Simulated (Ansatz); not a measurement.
# CuHO+ (doublet): wave-function methods side by side, def2-QZVPP

The task here is to estimate one member of a computed series from the others.

Program: Ansatz 0.2.0, Gaussian basis. Level of theory: def2-QZVPP, core rule «outside noble gas», up to 10 orbitals frozen. These are calculated values, not measurements.

Plan: UHF; ROHF; CCSD(T) on UHF.

## The system

The geometry is a PBE0/def2-TZVP stationary point (not a proven minimum).

3 atoms, charge 1, spin multiplicity 2.

Atoms are counted from 1 here; the program's logs count them from 0.

Bond lengths: Cu1–O2 1.807 Å, O2–H3 0.976 Å. Angles: Cu1–O2–H3 124.7°.

The first run:

in.yaml reads:

```yaml
crystal:
  periodic: [false, false, false]
  atoms:
    - {symbol: Cu, position_ang: [0.000000, 0.015158, 0.388300]}
    - {symbol: O, position_ang: [0.000000, -0.102005, -1.414914]}
    - {symbol: H, position_ang: [0.000000, 0.663520, -2.021070]}
basis:
  gaussian: {orbitals: "def2-QZVPP.json"}
total_charge: 1
magnetization: {spin_polarized: true, initial_magnetization: 1}
hamiltonian: {xc: hf}
output: {orbitals: {seedname: orbitals}}
```

Command:

```console
$ ansatz run in.yaml --threads 1 --pin off --events-out ev --progress --plain --max-ram 4096MiB --backend cpu
```

Steps of the session up to this table: UHF; ROHF; CCSD(T) on UHF.

One of the session's tables, all rows but one given; the rest of the session is left out.

```
  method  from UCCSD(T) (kcal/mol)
    ROHF                   +438.58
     UHF                   +435.13
    UMP2                    -14.88
   UCCSD                         ?
UCCSD(T)                         0
```

Estimate the missing values for UCCSD.

**Answer.** from UCCSD(T) (kcal/mol): +17.08. In the column «from UCCSD(T) (kcal/mol)» it lies between UCCSD(T) (0) and UHF (+435.13).
